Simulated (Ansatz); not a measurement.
Write a Python script for Ansatz's Python interface that makes an active-space calculation of CuH. Settings (for the species named): Hartree-Fock, def2-SVP basis, multiplicity 1.

```yaml
atoms:
  - { symbol: Cu, position_ang: [0.0000, 0.0000, 0.0000] }
  - { symbol: H, position_ang: [0.0000, 0.0000, 1.4550] }
```

`cuh.py`
```python
"""Active-space calculation on CuH."""

import logging
import sys

import ansatz as az

logging.basicConfig(stream=sys.stdout, format="%(levelname)s:%(name)s:%(message)s")
logger = logging.getLogger("cuh")
logger.setLevel(logging.INFO)

GEOMETRY = """
Cu    0.00000    0.00000    0.00000
H     0.00000    0.00000    1.45500
"""


def main() -> None:
    mol = az.Crystal.molecule()
    for line in GEOMETRY.strip().splitlines():
        symbol, *xyz = line.split()
        mol = mol.atom(symbol, [float(v) for v in xyz])

    job = (
        mol.calculation()
        .basis(gaussian="def2-SVP")
        .accuracy("high")
        .correlation(active_electrons=4, active_orbitals=4)
    )
    for method in [None, "sc_nevpt2"]:
        r = (job if method is None else job.correlation(method)).run().report
        space = r["configurations"]
        state = space["states"][0]
        print(method or "casscf", f"total {r['free_energy_ev'] / 27.211386246:.6f} Ha, active-space state {state['energy']['hartree']:.6f} Ha, mean field {r['reference_energy_ev'] / 27.211386246:.6f} Ha")
        print("  determinants", state["n_determinants"], " natural occupations", [round(n, 3) for n in space["natural_occupations"]])


if __name__ == "__main__":
    main()
```

```console
$ python cuh.py
casscf total -1639.275526 Ha, active-space state -1639.275526 Ha, mean field -1639.235884 Ha
  determinants 36  natural occupations [1.987, 1.978, 0.022, 0.013]
RunWarning: the results are in doubt because another end's mean lies 0.292 eV lower, and its corrected mean 0.549 eV higher
sc_nevpt2 total -1639.634399 Ha, active-space state -1639.264672 Ha, mean field -1639.235884 Ha
  determinants 36  natural occupations [1.987, 1.96, 0.048, 0.005]
```
(Warnings from the package without file and line.)

The settings weren't tested for convergence. The geometry is a force-field or estimated start, not a minimum of this method, and the basis set is short of its limit. The active space starts as a window about the frontier orbitals and is then optimised, not chosen by chemistry. A lower CASSCF solution was found and passed over, so the printed active-space state isn't the lowest. It ran for 5.5 s on 1 thread of Arm Neoverse V1, with other jobs on the host, peak memory 0.16 GiB.

(Lines on the test bed's own set-up are left out of the output.)
